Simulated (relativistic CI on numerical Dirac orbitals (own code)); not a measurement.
# Pt⁵⁺ (5d5) in crystal fields: levels and magnetism

How does a crystal field split the 5d5 shell of Pt⁵⁺, and what follows for the ground state and χT? 6 fields tried.

Program: relativistic CI on numerical Dirac orbitals (own code) version 1. Level of theory: Dirac-Coulomb-Breit CI, KLI orbitals optimised for each configuration, model QED (radiative potential, 1s self-energy scaled to tabulated hydrogen-like ionisation energies), one configuration in a parametric crystal field. These are calculated values, not measurements, unless marked.

**1. Starting point**

| Property | Result |
| --- | --- |
| ion | Pt⁵⁺ (Pt VI) |
| nuclear charge | 78 |
| electrons | 73 |
| open shell | 5d5 |
| Slater scale | 1 |
| field 1 (cm⁻¹) | D4h, 10Dq = 50600, Ds = -1500, Dt = -580 |
| field 2 (cm⁻¹) | D4h, 10Dq = 50600, Ds = -1090, Dt = -580 |
| field 3 (cm⁻¹) | D4h, 10Dq = 50600, Ds = -680, Dt = -580 |
| field 4 (cm⁻¹) | D4h, 10Dq = 50600, Ds = -270, Dt = -580 |
| field 5 (cm⁻¹) | D4h, 10Dq = 50600, Ds = 140, Dt = -580 |
| field 6 (cm⁻¹) | D4h, 10Dq = 50600, Ds = 550, Dt = -580 |

Outer shells as boxes (Hund's rule):

[Xe] 4f14 5d5
```
[Xe] core
4f [↑↓][↑↓][↑↓][↑↓][↑↓][↑↓][↑↓]
5d [↑ ][↑ ][↑ ][↑ ][↑ ]
```

**2. Field 1: D4h, 10Dq = 50600, Ds = -1500, Dt = -580**

The run's settings:

```ini
atom Pt  Z=78  charge=5  electrons=73
nucleus A=195  rms_radius_fm=5.4270
hamiltonian dirac-coulomb  breit=on  qed=on  c_scale=1
orbitals kli  potential=per-configuration
slater_scale 1
correlation none
mixing on
configurations
  [Xe] 4f14 5d5
end
crystal_field D4h 10Dq=50600 Ds=-1500 Dt=-580
```

**3. Field 2: D4h, 10Dq = 50600, Ds = -1090, Dt = -580**

Changes to the settings of step 2:

```diff
@@ -10,2 +10,2 @@
 end
-crystal_field D4h 10Dq=50600 Ds=-1500 Dt=-580
+crystal_field D4h 10Dq=50600 Ds=-1090 Dt=-580
```

**4. Field 3: D4h, 10Dq = 50600, Ds = -680, Dt = -580**

Changes to the settings of step 3:

```diff
@@ -10,2 +10,2 @@
 end
-crystal_field D4h 10Dq=50600 Ds=-1090 Dt=-580
+crystal_field D4h 10Dq=50600 Ds=-680 Dt=-580
```

**5. Field 4: D4h, 10Dq = 50600, Ds = -270, Dt = -580**

Changes to the settings of step 4:

```diff
@@ -10,2 +10,2 @@
 end
-crystal_field D4h 10Dq=50600 Ds=-680 Dt=-580
+crystal_field D4h 10Dq=50600 Ds=-270 Dt=-580
```

**6. Field 5: D4h, 10Dq = 50600, Ds = 140, Dt = -580**

Changes to the settings of step 5:

```diff
@@ -10,2 +10,2 @@
 end
-crystal_field D4h 10Dq=50600 Ds=-270 Dt=-580
+crystal_field D4h 10Dq=50600 Ds=140 Dt=-580
```

**7. Field 6: D4h, 10Dq = 50600, Ds = 550, Dt = -580**

Changes to the settings of step 6:

```diff
@@ -10,2 +10,2 @@
 end
-crystal_field D4h 10Dq=50600 Ds=140 Dt=-580
+crystal_field D4h 10Dq=50600 Ds=550 Dt=-580
```

(Steps that only read results are left out.)

What does the calculation give? Wanted: ground spin; ground doublet.

The runs gave:

| field | ground state | degeneracy | S | J | first gap (cm⁻¹) | stabilisation (cm⁻¹) | χT at 2 K | χT at 300 K |
| --- | --- | --- | --- | --- | --- | --- | --- | --- |
| 1: D4h | G7 | 2 | 0.59 | 4.35 | 9764 | -60299 | 0.454 | 0.500 |
| 2: D4h | G7 | 2 | 0.59 | 4.35 | 10115 | -60249 | 0.451 | 0.497 |
| 3: D4h | G7 | 2 | 0.59 | 4.35 | 10022 | -60257 | 0.451 | 0.497 |
| 4: D4h | G7 | 2 | 0.58 | 4.35 | 9782 | -60330 | 0.455 | 0.500 |
| 5: D4h | G7 | 2 | 0.58 | 4.35 | 9674 | -60471 | 0.461 | 0.506 |
| 6: D4h | G7 | 2 | 0.58 | 4.35 | 9704 | -60684 | 0.470 | 0.512 |

χT is in cm³ K/mol; stabilisation counts from the free ion's lowest level; S and J come from the expectation values of their squares.

| quantity | value |
| --- | --- |
| ground spin (effective S from ⟨S²⟩) | 1: 0.59, 2: 0.59, 3: 0.59, 4: 0.58, 5: 0.58, 6: 0.58 |
| χT at 300 K | 0.50 to 0.51 cm³ K/mol |
| ground doublet | field 1, g = 2.01, 2.01, 2.53 |

**Reading.** S of the ground state lies between 0.58 and 0.59: spin-orbit coupling mixes spin states. The field is a set of parameters, without covalency or charge transfer.
